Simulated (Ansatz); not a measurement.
**CH₂BClSi: single points off equilibrium**

The task here is to estimate one member of a computed series from the others.

Computed with Ansatz 0.2.0, Gaussian basis. Level: single points in def2-TZVPP.

Cores are frozen in the correlated methods.

## The system as given

SMILES `B[Si]#CCl`, 6 atoms, charge 0, spin multiplicity 1.

Atoms are counted from 1 here; the program's logs count them from 0.

Bond lengths: B1–Si2 1.956 Å, B1–H5 1.143 Å, B1–H6 1.154 Å, Si2–C3 1.703 Å, C3–Cl4 1.690 Å. Angles: Si2–B1–H5 123.0°, Si2–B1–H6 113.6°, H5–B1–H6 123.4°, B1–Si2–C3 163.6°, Si2–C3–Cl4 134.3°.

Coordinates:

```
B    -0.7930    1.3027    0.4290
Si    0.1365   -0.3385   -0.0903
C     1.2946   -1.4511   -0.6558
Cl    1.3273   -3.1302   -0.8403
H    -1.8507    1.3080    0.8634
H    -0.1928    2.2626    0.2068
```

Set-up of the first run:

File run/in.yaml:

```yaml
crystal:
  periodic: [false, false, false]
  atoms:
    - {symbol: B, position_ang: [-0.793000, 1.302700, 0.429000]}
    - {symbol: Si, position_ang: [0.136500, -0.338500, -0.090300]}
    - {symbol: C, position_ang: [1.294600, -1.451100, -0.655800]}
    - {symbol: Cl, position_ang: [1.327300, -3.130200, -0.840300]}
    - {symbol: H, position_ang: [-1.850700, 1.308000, 0.863400]}
    - {symbol: H, position_ang: [-0.192800, 2.262600, 0.206800]}
basis:
  gaussian: {orbitals: def2-TZVPP}
correlation: {method: ccsd_t}
output: {forces: true}
```

The command line of these runs was not kept.

Among the steps run: CCSD(T)/def2-TZVPP; PBE0-D4/def2-TZVPP; wB97M-V/def2-TZVPP; r2SCAN-D4/def2-TZVPP; PBE-D4/def2-TZVPP; B97M-V/def2-TZVPP; revPBE-D4/def2-TZVPP.

One of the session's tables, all rows but one given; the rest of the session is left out.

```
   method  RMS force component (eV/Å)  angle to CCSD(T) forces (°)  dipole (D)
  CCSD(T)                       0.603                    reference        1.78
  PBE0-D4                           ?                            ?           ?
  wB97M-V                       0.726                         26.4        2.36
r2SCAN-D4                       0.657                         15.7        1.61
   PBE-D4                       0.661                         17.1        1.33
   B97M-V                       0.634                         18.4        1.56
revPBE-D4                       0.645                         15.8        1.32
```

Q: Estimate the row for PBE0-D4 from the others.

The run gave: RMS force component (eV/Å): 0.705; angle to CCSD(T) forces (°): 19.7; dipole (D): 1.90. In the column «RMS force component (eV/Å)» it lies between PBE-D4 (0.661) and wB97M-V (0.726).
